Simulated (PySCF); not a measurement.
# [Ta3]+: forces at shaken geometries

How stiff is [Ta3]+? Its atoms are displaced at random by several amounts. The species was built from a template and needn't be a known compound.

Program: PySCF 2.14.0. Level of theory: TPSS, Ta def2-SVP with ECP60; scalar-relativistic core potentials, no spin–orbit coupling. These are calculated values, not measurements.

4 further runs of the same task are left out: 2 for a known fault of the program, 1 that didn't finish, 1 set aside as unsound or not needed. Runs told in other sessions of the task aren't counted.

## 1. The starting structure

3 atoms, charge 1, spin multiplicity 3.

Bond lengths: Ta1–Ta2 2.449 Å, Ta1–Ta3 2.535 Å, Ta2–Ta3 2.449 Å. Angles: Ta2–Ta1–Ta3 58.8°, Ta1–Ta2–Ta3 62.3°, Ta1–Ta3–Ta2 58.8°.

Geometry (Å):

```csv
atom,x (Å),y (Å),z (Å)
Ta1,1.4468,0.0303,0.0000
Ta2,-0.6997,1.2091,0.0000
Ta3,-0.7471,-1.2394,0.0000
```

An earlier session relaxed this geometry at TPSS, Ta def2-SVP with ECP60 (triplet, point group C2v).

Its energy there is -170.604252 Eh.

## 2. Atoms moved at random, σ = 0.03 Å

run.py (the lines that set the calculation)

```python
mol = gto.M(atom='''
Ta     1.42716     0.06161    -0.02150
Ta    -0.66286     1.17559     0.03513
Ta    -0.76430    -1.23719    -0.01363''',
    basis={'Ta': 'def2-SVP'},
    ecp={'Ta': 'def2-SVP'},
    charge=1, spin=2)
mf = dft.UKS(mol, xc='TPSS')
mf.grids.atom_grid = (50, 194)
mf = mf.density_fit()  # fitting sets: Ta def2-universal-JKFIT
mf.conv_tol = 1e-08; mf.max_cycle = 55
mf.kernel(dm0)  # dm0: the density of the relaxed state
```

Started as:

```bash
OMP_NUM_THREADS=2 python run.py
```

Log:

```text
init E= -170.614633503302
  HOMO = -0.308177385134  LUMO = -0.290265197788  gap/eV = 0.48742
cycle= 1 E= -170.601105724875  delta_E= 0.0135  |g|= 0.0351  |ddm|= 0.215
  HOMO = -0.30686378166  LUMO = -0.291795743841  gap/eV = 0.41002
cycle= 2 E= -170.569036607328  delta_E= 0.0321  |g|= 0.244  |ddm|= 0.351
  HOMO = -0.309770885878  LUMO = -0.292164829428  gap/eV = 0.47909
cycle= 3 E= -170.600005325834  delta_E= -0.031  |g|= 0.0597  |ddm|= 0.343
  HOMO = -0.310597528633  LUMO = -0.292540678435  gap/eV = 0.49135
cycle= 4 E= -170.598854689958  delta_E= 0.00115  |g|= 0.0752  |ddm|= 0.137
  HOMO = -0.309414941828  LUMO = -0.292289262025  gap/eV = 0.46601
cycle= 5 E= -170.601914449822  delta_E= -0.00306  |g|= 0.00333  |ddm|= 0.0915
  HOMO = -0.309581891582  LUMO = -0.292463004223  gap/eV = 0.46583
cycle= 6 E= -170.601934809827  delta_E= -2.04e-05  |g|= 0.00162  |ddm|= 0.0152
  HOMO = -0.309297985799  LUMO = -0.292281151731  gap/eV = 0.46305
cycle= 7 E= -170.601950661746  delta_E= -1.59e-05  |g|= 0.00109  |ddm|= 0.018
  HOMO = -0.309360364282  LUMO = -0.292402218879  gap/eV = 0.46145
cycle= 8 E= -170.60195870367  delta_E= -8.04e-06  |g|= 0.000912  |ddm|= 0.0146
  HOMO = -0.309203949982  LUMO = -0.292315797389  gap/eV = 0.45955
cycle= 9 E= -170.601963878181  delta_E= -5.17e-06  |g|= 0.000454  |ddm|= 0.0158
  HOMO = -0.309208160359  LUMO = -0.292357476868  gap/eV = 0.45853
cycle= 10 E= -170.601965042454  delta_E= -1.16e-06  |g|= 0.000344  |ddm|= 0.00871
  HOMO = -0.309174275372  LUMO = -0.292337812704  gap/eV = 0.45814
cycle= 11 E= -170.601965321952  delta_E= -2.79e-07  |g|= 0.000181  |ddm|= 0.00338
  HOMO = -0.309179195788  LUMO = -0.292343168805  gap/eV = 0.45813
cycle= 12 E= -170.601965510521  delta_E= -1.89e-07  |g|= 9.16e-05  |ddm|= 0.00231
  HOMO = -0.309183463364  LUMO = -0.292345286817  gap/eV = 0.45819
cycle= 13 E= -170.601965642843  delta_E= -1.32e-07  |g|= 0.000101  |ddm|= 0.0015
  HOMO = -0.3091833005  LUMO = -0.29234486603  gap/eV = 0.45820
cycle= 14 E= -170.601965669432  delta_E= -2.66e-08  |g|= 9.89e-05  |ddm|= 0.000285
  HOMO = -0.30918102192  LUMO = -0.292343314704  gap/eV = 0.45818
cycle= 15 E= -170.601965335837  delta_E= 3.34e-07  |g|= 9.08e-05  |ddm|= 0.00403
  HOMO = -0.309178348197  LUMO = -0.292340019801  gap/eV = 0.45819
cycle= 16 E= -170.60196493621  delta_E= 4e-07  |g|= 0.000185  |ddm|= 0.00851
  HOMO = -0.309177916971  LUMO = -0.292340709596  gap/eV = 0.45816
cycle= 17 E= -170.60196492577  delta_E= 1.04e-08  |g|= 6.63e-05  |ddm|= 0.0019
  HOMO = -0.309180911714  LUMO = -0.29234499275  gap/eV = 0.45813
cycle= 18 E= -170.601964926041  delta_E= -2.71e-10  |g|= 1.68e-05  |ddm|= 0.00101
  HOMO = -0.309180898001  LUMO = -0.29234467631  gap/eV = 0.45814
Extra cycle  E= -170.601964925104  delta_E= 9.38e-10  |g|= 6.21e-05  |ddm|= 0.000206
converged SCF energy = -170.601964925104  <S^2> = 2.0657599  2S+1 = 3.0435242
```

Wall time 7.7 s (2 threads of Arm Neoverse V2, shared host).

Read off: E = -170.601965 Eh (+0.062 eV from the relaxed state), HOMO -8.41 eV, LUMO -7.96 eV (over both spins), ⟨S²⟩ = 2.066, Mulliken charge on Ta1 +0.36 e, largest force component 1.437 eV/Å. 

```csv
atom,Fx,Fy,Fz (eV/Å)
Ta1,0.876,-0.731,-0.037
Ta2,-1.086,1.437,0.062
Ta3,0.210,-0.706,-0.025
```

## 3. Atoms moved at random, σ = 0.06 Å

run.py (the lines that set the calculation): that of step 2 with these lines changed.

```diff
@@ -1,5 +1,5 @@
 mol = gto.M(atom='''
-Ta     1.42716     0.06161    -0.02150
-Ta    -0.66286     1.17559     0.03513
-Ta    -0.76430    -1.23719    -0.01363''',
+Ta     1.52986     0.05123    -0.00054
+Ta    -0.75427     1.18909    -0.02180
+Ta    -0.77559    -1.24032     0.02233''',
     basis={'Ta': 'def2-SVP'},
```

Started as:

```bash
OMP_NUM_THREADS=2 python run.py
```

Log:

```text
init E= -170.567321571162
  HOMO = -0.314122043985  LUMO = -0.295514240272  gap/eV = 0.50634
cycle= 1 E= -170.597885485328  delta_E= -0.0306  |g|= 0.0534  |ddm|= 0.274
  HOMO = -0.302259850159  LUMO = -0.282089798247  gap/eV = 0.54886
cycle= 2 E= -170.581155491838  delta_E= 0.0167  |g|= 0.181  |ddm|= 0.399
  HOMO = -0.305039748342  LUMO = -0.285619061546  gap/eV = 0.52846
cycle= 3 E= -170.561452878029  delta_E= 0.0197  |g|= 0.263  |ddm|= 0.514
  HOMO = -0.307326522508  LUMO = -0.287888260179  gap/eV = 0.52894
cycle= 4 E= -170.599423254956  delta_E= -0.038  |g|= 0.0192  |ddm|= 0.319
  HOMO = -0.307350198377  LUMO = -0.28744950224  gap/eV = 0.54153
cycle= 5 E= -170.599224877902  delta_E= 0.000198  |g|= 0.0276  |ddm|= 0.0539
  HOMO = -0.305927770011  LUMO = -0.286472469758  gap/eV = 0.52941
cycle= 6 E= -170.599644303042  delta_E= -0.000419  |g|= 0.00856  |ddm|= 0.0478
  HOMO = -0.306530464257  LUMO = -0.286895907054  gap/eV = 0.53428
cycle= 7 E= -170.599722214928  delta_E= -7.79e-05  |g|= 0.00364  |ddm|= 0.0314
  HOMO = -0.306764065453  LUMO = -0.287085337128  gap/eV = 0.53549
cycle= 8 E= -170.599755502224  delta_E= -3.33e-05  |g|= 0.00293  |ddm|= 0.0264
  HOMO = -0.306711710026  LUMO = -0.287074320661  gap/eV = 0.53436
cycle= 9 E= -170.599786344538  delta_E= -3.08e-05  |g|= 0.00143  |ddm|= 0.038
  HOMO = -0.30670509867  LUMO = -0.287156197685  gap/eV = 0.53195
cycle= 10 E= -170.599795520843  delta_E= -9.18e-06  |g|= 0.000764  |ddm|= 0.0217
  HOMO = -0.306675312492  LUMO = -0.287177394738  gap/eV = 0.53057
cycle= 11 E= -170.599798459764  delta_E= -2.94e-06  |g|= 0.000354  |ddm|= 0.0106
  HOMO = -0.306655171885  LUMO = -0.287186425907  gap/eV = 0.52977
cycle= 12 E= -170.599800041178  delta_E= -1.58e-06  |g|= 0.000238  |ddm|= 0.0076
  HOMO = -0.306624521818  LUMO = -0.287187293228  gap/eV = 0.52891
cycle= 13 E= -170.599801481733  delta_E= -1.44e-06  |g|= 0.000248  |ddm|= 0.00725
  HOMO = -0.306610340607  LUMO = -0.287184370003  gap/eV = 0.52861
cycle= 14 E= -170.599802217346  delta_E= -7.36e-07  |g|= 0.000229  |ddm|= 0.0036
  HOMO = -0.306604715366  LUMO = -0.287182606451  gap/eV = 0.52850
cycle= 15 E= -170.59980263708  delta_E= -4.2e-07  |g|= 0.000227  |ddm|= 0.00199
  HOMO = -0.306601366214  LUMO = -0.287172590049  gap/eV = 0.52868
cycle= 16 E= -170.599801301717  delta_E= 1.34e-06  |g|= 0.000283  |ddm|= 0.00671
  HOMO = -0.306597651284  LUMO = -0.287180640134  gap/eV = 0.52836
cycle= 17 E= -170.599799868041  delta_E= 1.43e-06  |g|= 0.000408  |ddm|= 0.0122
  HOMO = -0.306601423595  LUMO = -0.287180794645  gap/eV = 0.52846
cycle= 18 E= -170.599798834703  delta_E= 1.03e-06  |g|= 0.000122  |ddm|= 0.0133
  HOMO = -0.306564246324  LUMO = -0.287173343229  gap/eV = 0.52765
cycle= 19 E= -170.599798714118  delta_E= 1.21e-07  |g|= 7.81e-05  |ddm|= 0.00639
  HOMO = -0.306557758092  LUMO = -0.287175703388  gap/eV = 0.52741
cycle= 20 E= -170.599798670959  delta_E= 4.32e-08  |g|= 0.000137  |ddm|= 0.00377
  HOMO = -0.30654553356  LUMO = -0.287180247512  gap/eV = 0.52696
cycle= 21 E= -170.599798697749  delta_E= -2.68e-08  |g|= 4.02e-05  |ddm|= 0.00132
  HOMO = -0.306542799606  LUMO = -0.287180720227  gap/eV = 0.52687
cycle= 22 E= -170.599798703383  delta_E= -5.63e-09  |g|= 2.77e-05  |ddm|= 0.000658
  HOMO = -0.306548712428  LUMO = -0.287182528727  gap/eV = 0.52698
Extra cycle  E= -170.599798660564  delta_E= 4.28e-08  |g|= 0.000276  |ddm|= 0.000381
converged SCF energy = -170.599798660564  <S^2> = 2.1095871  2S+1 = 3.0721895
```

Wall time 8.5 s (2 threads of Arm Neoverse V2, shared host).

It gives: E = -170.599799 Eh (+0.121 eV from the relaxed state), HOMO -8.34 eV, LUMO -7.85 eV (over both spins), ⟨S²⟩ = 2.110, Mulliken charge on Ta1 +0.37 e, largest force component 1.952 eV/Å. 

```csv
atom,Fx,Fy,Fz (eV/Å)
Ta1,-1.952,-0.247,0.005
Ta2,0.786,-0.526,0.004
Ta3,1.166,0.773,-0.008
```

## 4. Atoms moved at random, σ = 0.03 Å

run.py (the lines that set the calculation): that of step 3 with these lines changed.

```diff
@@ -1,5 +1,5 @@
 mol = gto.M(atom='''
-Ta     1.52986     0.05123    -0.00054
-Ta    -0.75427     1.18909    -0.02180
-Ta    -0.77559    -1.24032     0.02233''',
+Ta     1.44298     0.07603    -0.01304
+Ta    -0.68862     1.16640     0.00210
+Ta    -0.75436    -1.24243     0.01094''',
     basis={'Ta': 'def2-SVP'},
```

Started as:

```bash
OMP_NUM_THREADS=2 python run.py
```

Log:

```text
init E= -170.612018797985
  HOMO = -0.307846972723  LUMO = -0.289818684677  gap/eV = 0.49057
cycle= 1 E= -170.602113679033  delta_E= 0.00991  |g|= 0.0281  |ddm|= 0.173
  HOMO = -0.307784780671  LUMO = -0.291283845035  gap/eV = 0.44901
cycle= 2 E= -170.589810441478  delta_E= 0.0123  |g|= 0.152  |ddm|= 0.218
  HOMO = -0.309788263226  LUMO = -0.29166589896  gap/eV = 0.49313
cycle= 3 E= -170.599994754728  delta_E= -0.0102  |g|= 0.0688  |ddm|= 0.251
  HOMO = -0.309849080454  LUMO = -0.291733613155  gap/eV = 0.49295
cycle= 4 E= -170.600954025596  delta_E= -0.000959  |g|= 0.0549  |ddm|= 0.12
  HOMO = -0.308952763346  LUMO = -0.291522135112  gap/eV = 0.47431
cycle= 5 E= -170.602589838679  delta_E= -0.00164  |g|= 0.00211  |ddm|= 0.0653
  HOMO = -0.309052502402  LUMO = -0.291654655378  gap/eV = 0.47342
cycle= 6 E= -170.60259563348  delta_E= -5.79e-06  |g|= 0.00106  |ddm|= 0.00806
  HOMO = -0.308778275735  LUMO = -0.29147803207  gap/eV = 0.47076
cycle= 7 E= -170.60259960159  delta_E= -3.97e-06  |g|= 0.000721  |ddm|= 0.00926
  HOMO = -0.308829082933  LUMO = -0.291559471577  gap/eV = 0.46993
cycle= 8 E= -170.602601050103  delta_E= -1.45e-06  |g|= 0.000494  |ddm|= 0.00526
  HOMO = -0.308739236412  LUMO = -0.291526234194  gap/eV = 0.46839
cycle= 9 E= -170.602602720611  delta_E= -1.67e-06  |g|= 0.000216  |ddm|= 0.00855
  HOMO = -0.308718235475  LUMO = -0.291525707321  gap/eV = 0.46783
cycle= 10 E= -170.602603311176  delta_E= -5.91e-07  |g|= 0.000185  |ddm|= 0.00444
  HOMO = -0.308706852161  LUMO = -0.291518033955  gap/eV = 0.46773
cycle= 11 E= -170.602603738888  delta_E= -4.28e-07  |g|= 0.000185  |ddm|= 0.00299
  HOMO = -0.308704926404  LUMO = -0.291516317928  gap/eV = 0.46773
cycle= 12 E= -170.602603677123  delta_E= 6.18e-08  |g|= 0.000178  |ddm|= 0.000429
  HOMO = -0.308707517181  LUMO = -0.291518339571  gap/eV = 0.46774
cycle= 13 E= -170.602602796823  delta_E= 8.8e-07  |g|= 0.000133  |ddm|= 0.00683
  HOMO = -0.30870389516  LUMO = -0.291515111996  gap/eV = 0.46773
cycle= 14 E= -170.602602255144  delta_E= 5.42e-07  |g|= 0.000129  |ddm|= 0.00629
  HOMO = -0.308707342089  LUMO = -0.291513875943  gap/eV = 0.46786
cycle= 15 E= -170.602601792601  delta_E= 4.63e-07  |g|= 0.00013  |ddm|= 0.0108
  HOMO = -0.308697932435  LUMO = -0.291515306564  gap/eV = 0.46756
cycle= 16 E= -170.602601800212  delta_E= -7.61e-09  |g|= 0.000169  |ddm|= 0.000856
  HOMO = -0.308707054839  LUMO = -0.291517780946  gap/eV = 0.46774
cycle= 17 E= -170.602601788679  delta_E= 1.15e-08  |g|= 2.53e-05  |ddm|= 0.0032
  HOMO = -0.308700753498  LUMO = -0.291521952302  gap/eV = 0.46746
cycle= 18 E= -170.602601795987  delta_E= -7.31e-09  |g|= 1.95e-05  |ddm|= 0.000577
  HOMO = -0.308702935391  LUMO = -0.29152253381  gap/eV = 0.46750
Extra cycle  E= -170.60260179104  delta_E= 4.95e-09  |g|= 0.000109  |ddm|= 0.000226
converged SCF energy = -170.60260179104  <S^2> = 2.0739044  2S+1 = 3.0488715
```

It took 7.7 s on 2 threads of Arm Neoverse V2, shared host.

Result: E = -170.602602 Eh (+0.045 eV from the relaxed state), HOMO -8.40 eV, LUMO -7.93 eV (over both spins), ⟨S²⟩ = 2.074, Mulliken charge on Ta1 +0.36 e, largest force component 1.199 eV/Å. 

```csv
atom,Fx,Fy,Fz (eV/Å)
Ta1,0.424,-0.646,-0.003
Ta2,-0.805,1.199,0.003
Ta3,0.381,-0.553,0.000
```

## 5. Results

| σ (Å) | energy rise (eV) | harmonic estimate −½ F·u (eV) | largest force component (eV/Å) |
| --- | --- | --- | --- |
| 0.03 | 0.062 | 0.065 | 1.44 |
| 0.06 | 0.121 | 0.117 | 1.95 |
| 0.03 | 0.045 | 0.046 | 1.20 |

Every displacement raises the energy. For a harmonic well the rise equals −½ F·u; the two differ by at most 5 % here (a move with σ = 0.03 Å), from anharmonicity, the grid and the small forces left at the relaxed point. These are double-zeta-type bases without diffuse functions. Spin–orbit coupling is left out for this open shell, where it can reorder the states. Open shells may have lower solutions than the one found.
